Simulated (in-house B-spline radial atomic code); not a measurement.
**Kr⁶⁺: ionisation energy by several methods**

One table from this session's results is given with a row withheld; the runs are named, their logs left out.

The numbers are computed with in-house B-spline radial atomic code version 1 (scalar-relativistic (X2C), several functionals, spin-polarised; spherical all-electron atom at the radial basis limit), except any that are marked as measured or tabulated.

**Starting point**

* element: krypton (Z = 36)
* charge: +6
* electrons: 30
* configuration: [Ar] 3d10 4s2
* nucleus: Fermi, rms radius 4.188 fm

The outer shells:

[Ar] 3d10 4s2
```
[Ar] core
3d [↑↓][↑↓][↑↓][↑↓][↑↓]
4s [↑↓]
```

Where spins are not typed, each open shell is filled with up spins first.

The first run:

Settings of the run:

```ini
Z = 36
electrons = 30.0
configuration = [Ar] 3d10 4s2
hamiltonian = x2c
method = scan,scan
spin_polarised = True
nucleus = fermi
rms_radius = 4.1884
mass_number = 84
atomic_mass = 83.91149772708
speed_of_light = 137.035999084
```

Among the steps run: SCAN; PBEsol; BHandHLYP; PW91; B3LYP; r2SCAN0; BLYP; PBE; exchange-only LDA; Hartree-Fock.

One table of the session follows, with a row left open; its other results are not shown here.

```
           method  ΔSCF (eV)
exchange-only LDA     108.42
           PBEsol     109.61
             PW91     109.96
             BLYP     110.07
              PBE     109.82
             SCAN          ?
        BHandHLYP     109.21
            B3LYP     109.89
          r2SCAN0     108.81
     Hartree-Fock     106.99
```

Estimate the missing values for SCAN.

As computed: ΔSCF (eV): 109.16. In the column «ΔSCF (eV)» it lies between r2SCAN0 (108.81) and BHandHLYP (109.21).

To keep in mind: Meta-GGA runs start from a PBE run whose iterations are not counted.
